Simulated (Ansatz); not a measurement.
# CH3AlClGa: one species, many methods

One table from this session's results is given with a row withheld; the runs are named, their logs left out.

Computed with Ansatz 0.2.0, Gaussian basis. Level: functionals in def2-TZVPP, the program's frozen cores in correlated methods.

The runs, in order: LDA (SPW92), PBE-D4, revPBE-D4, BLYP-D4, r2SCAN-D4, B97M-V, PBE0-D4, B3LYP-D4, r2SCANh-D4, r2SCAN0-D4, HSE06-D4, BHLYP-D4, CAM-B3LYP-D4, LC-ωPBE, ωB97X-V, ωB97M-V, B2PLYP, PBE-QIDH; CCSD(T)/def2-SVP; CCSD(T)/def2-TZVPP; MP2/def2-QZVPP; extrapolation to the limit; RPA on PBE.

## Structure used throughout

All runs share one geometry, relaxed beforehand with PBE0-D4 in a triple-zeta def2 set.

SMILES `[Cl][Al]1[CH2][GaH]1`, 7 atoms, charge 0, spin multiplicity 1.

Atoms are counted from 1 here; the program's logs count them from 0.

Bond lengths: Cl1–Al2 2.101 Å, Al2–C3 1.926 Å, Al2–Ga4 2.406 Å, C3–Ga4 2.033 Å, C3–H5 1.119 Å, C3–H6 1.090 Å, Ga4–H7 1.569 Å. Angles: Cl1–Al2–C3 138.4°, Cl1–Al2–Ga4 162.9°, C3–Al2–Ga4 54.6°, Al2–C3–Ga4 74.8°, Al2–C3–H5 93.2°, Al2–C3–H6 141.6°, Ga4–C3–H5 94.8°, Ga4–C3–H6 131.7°, H5–C3–H6 108.6°, Al2–Ga4–C3 50.6°, Al2–Ga4–H7 167.1°, C3–Ga4–H7 134.4°.

Set-up of the first run:

Contents of in.yaml:

```yaml
crystal:
  periodic: [false, false, false]
  atoms:
    - {symbol: Cl, position_ang: [-2.621935, -1.901794, 0.922054]}
    - {symbol: Al, position_ang: [-1.195352, -0.530193, 0.216686]}
    - {symbol: C, position_ang: [0.665680, -0.115879, 0.492293]}
    - {symbol: Ga, position_ang: [0.151514, 0.855395, -1.217612]}
    - {symbol: H, position_ang: [0.438712, 0.750158, 1.164190]}
    - {symbol: H, position_ang: [1.602774, -0.569429, 0.815031]}
    - {symbol: H, position_ang: [0.958595, 1.511741, -2.392653]}
basis:
  gaussian: {orbitals: def2-TZVPP}
hamiltonian: {xc: lda}
output: {orbitals: {seedname: orbitals}}
```

The run is started by

```bash
$ ansatz run in.yaml --threads 2 --pin off --events-out ev --progress --plain --max-ram 4352MiB
```

Steps of the session up to this table: LDA; PBE-D4 (GGA); revPBE-D4 (GGA); BLYP-D4 (GGA); r2SCAN-D4 (meta-GGA); B97M-V (meta-GGA); PBE0-D4 (hybrid); B3LYP-D4 (hybrid); r2SCANh-D4 (hybrid); r2SCAN0-D4 (hybrid); HSE06-D4 (hybrid); BHLYP-D4 (hybrid); CAM-B3LYP-D4 (range-separated); LC-ωPBE (range-separated); ωB97X-V (range-separated); ωB97M-V (range-separated); B2PLYP (double hybrid); PBE-QIDH (double hybrid).

One of the session's tables, all rows but one given; the rest of the session is left out.

It belongs to the step «Frontier levels by functional». 

```
  functional  HOMO (eV)  LUMO (eV)  gap (eV)
 LDA (SPW92)      -5.25      -3.24      2.02
      PBE-D4      -5.13      -3.01      2.12
   revPBE-D4      -5.07      -2.91      2.16
     BLYP-D4      -5.00      -2.88      2.11
   r2SCAN-D4      -5.31      -2.85      2.46
      B97M-V      -5.30      -2.91      2.39
     PBE0-D4      -6.03      -2.26      3.77
    B3LYP-D4      -5.87      -2.44      3.43
  r2SCANh-D4      -5.64      -2.57      3.06
  r2SCAN0-D4      -6.14      -2.17      3.97
    HSE06-D4          ?          ?         ?
    BHLYP-D4      -6.82      -1.44      5.38
CAM-B3LYP-D4      -7.18      -1.27      5.92
     LC-ωPBE      -8.34      -0.22      8.12
     ωB97X-V      -8.08      -0.32      7.76
     ωB97M-V      -7.92      -0.49      7.43
```

Estimate the missing values for HSE06-D4.

The run gave: HOMO (eV): -5.64; LUMO (eV): -2.63; gap (eV): 3.02.
